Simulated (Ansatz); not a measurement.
**CH₄BFSi: small, medium and large basis sets**

An exercise on one series of results from a longer session: the logs are not shown, and one member is left open.

Program: Ansatz 0.2.0, Gaussian basis. Level of theory: one geometry, several basis sets. These are calculated values, not measurements.

Levels to be run: PBE0-D4/def2-SVP; ωB97M-V/def2-SVP; PBE0-D4/def2-QZVPP; ωB97M-V/def2-QZVPP; the functionals' def2-TZVPP values are taken from earlier runs.

### The geometry

The geometry comes from an earlier relaxation with PBE0-D4 in a triple-zeta def2 set; it is a stationary point, not always the lowest conformer.

SMILES `F[SiH]1BC1`, 8 atoms, charge 0, spin multiplicity 1.

Atoms are counted from 1 here; the program's logs count them from 0.

Bond lengths: F1–Si2 1.601 Å, Si2–B3 1.887 Å, Si2–C4 2.007 Å, Si2–H5 1.483 Å, B3–C4 1.487 Å, B3–H6 1.186 Å, C4–H7 1.089 Å, C4–H8 1.099 Å. Angles: F1–Si2–B3 125.6°, F1–Si2–C4 104.8°, F1–Si2–H5 104.6°, B3–Si2–C4 44.8°, B3–Si2–H5 129.7°, C4–Si2–H5 124.5°, Si2–B3–C4 71.9°, Si2–B3–H6 139.7°, C4–B3–H6 130.8°, Si2–C4–B3 63.3°, Si2–C4–H7 144.8°, Si2–C4–H8 81.4°, B3–C4–H7 124.2°, B3–C4–H8 124.2°, H7–C4–H8 109.8°.

Set-up of the first run:

Input file in.yaml:

```yaml
crystal:
  periodic: [false, false, false]
  atoms:
    - {symbol: F, position_ang: [-2.151157, -0.505694, -0.055810]}
    - {symbol: Si, position_ang: [-0.916077, 0.510501, -0.124132]}
    - {symbol: B, position_ang: [0.645491, 0.413171, 0.930293]}
    - {symbol: C, position_ang: [0.713334, -0.661595, -0.094697]}
    - {symbol: H, position_ang: [-1.260237, 1.444376, -1.223227]}
    - {symbol: H, position_ang: [1.489917, 1.124627, 1.364162]}
    - {symbol: H, position_ang: [1.619535, -0.938967, -0.630300]}
    - {symbol: H, position_ang: [-0.048606, -1.443619, -0.222089]}
basis:
  gaussian: {orbitals: def2-SVP}
hamiltonian: {xc: pbe0, dispersion: d4}
output: {orbitals: {seedname: orbitals}}
```

Command:

```sh
$ ansatz run in.yaml --threads 2 --pin off --events-out ev --progress --plain --max-ram 4352MiB
```

Among the steps run: PBE0-D4 in def2-SVP; ωB97M-V in def2-SVP; PBE0-D4 in def2-QZVPP; ωB97M-V in def2-QZVPP.

One of the session's tables, all rows but one given; the rest of the session is left out.

It belongs to the step «Functionals by basis». 

```
functional       basis  HOMO (eV)  LUMO (eV)
   PBE0-D4    def2-SVP          ?          ?
   PBE0-D4  def2-TZVPP      -7.19      -1.68
   PBE0-D4  def2-QZVPP      -7.20      -1.71
   ωB97M-V    def2-SVP      -9.23       0.51
   ωB97M-V  def2-TZVPP      -9.28       0.30
   ωB97M-V  def2-QZVPP      -9.29       0.22
```

Q: Estimate the row for PBE0-D4, def2-SVP from the others.

As computed: HOMO (eV): -7.16; LUMO (eV): -1.58. In the column «HOMO (eV)» it is the highest.
